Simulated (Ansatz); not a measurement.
**GePbSe2: a single-point run**

Wanted: a converged single-point run for GePbSe2, and a check of what comes out. The structure is shown as the input types it. The cell is built on a prototype (ordering on rocksalt) and needn't be the phase found in nature.

Method: density functional or hybrid calculation with the settings of its input, plane waves (as first typed), in Ansatz 0.2.0.

## 1. The structure to begin with

The structure is trigonal, space group R-3m (No. 166). Conventional cell: a = 4.159 Å, b = 4.159 Å, c = 20.607 Å, α = 90.00°, β = 90.00°, γ = 120.00°. Around Ge (site symmetry -3m) lie 6 Se at 2.85 Å. Pb (site symmetry -3m) is surrounded by 6 Se at 3.06 Å. Se (site symmetry 3m) has 3 Ge at 2.85 Å and 3 Pb at 3.06 Å as nearest neighbours.

The input asks for a charge of -0.05 e on the cell.

Structure file:

```cif
data_structure
_symmetry_space_group_name_H-M 'P 1'
_symmetry_Int_Tables_number 1
_cell_length_a 7.2766
_cell_length_b 7.2766
_cell_length_c 7.2766
_cell_angle_alpha 33.213
_cell_angle_beta 33.213
_cell_angle_gamma 33.213
_cell_volume 102.91
loop_
_atom_site_label
_atom_site_type_symbol
_atom_site_fract_x
_atom_site_fract_y
_atom_site_fract_z
_atom_site_occupancy
Ge1 Ge 0.00000 0.00000 0.00000 1
Pb1 Pb 0.50000 0.50000 0.50000 1
Se1 Se 0.25861 0.25861 0.25861 1
Se2 Se 0.74139 0.74139 0.74139 1
```

## 2. The calculation

File input.yaml:

```yaml
crystal:
  lattice:
    - [2.0796469279, 1.2006847137, 6.8689716582]
    - [-2.0796469279, 1.2006847137, 6.8689716582]
    - [0.0, -2.4013694273, 6.8689716582]
  atoms:
    - { symbol: Ge, position: [1.0, 0.0, 0.0] }
    - { symbol: Pb, position: [0.5, 0.5, 0.5] }
    - { symbol: Se, position: [0.2586079005, 0.2586079005, 0.2586079005] }
    - { symbol: Se, position: [0.7413920995, 0.7413920995, 0.7413920995] }
kpoints:
  mp_grid: { grid: [6, 6, 6] }
hamiltonian:
  xc: pbe
scf:
  occupations: { method: fermi_dirac, width: 0.02 }
  n_extra_bands: 5
  max_iter: 86
output:
  forces: true
  stress: true
  eigenvalues: true
total_charge: -0.05
```

Started as:

```sh
> ansatz run input.yaml --threads 4 --pin off --max-ram 3686MiB --backend cpu --events-out ev --progress --plain --runs-dir out
```

What happens when this is run?

The program finished normally. That alone doesn't make the input a sound one.

The suspect setting: total_charge is -0.05. The net charge is not the one intended, so the run treats another number of electrons.

To check: delete total_charge (the default then holds).
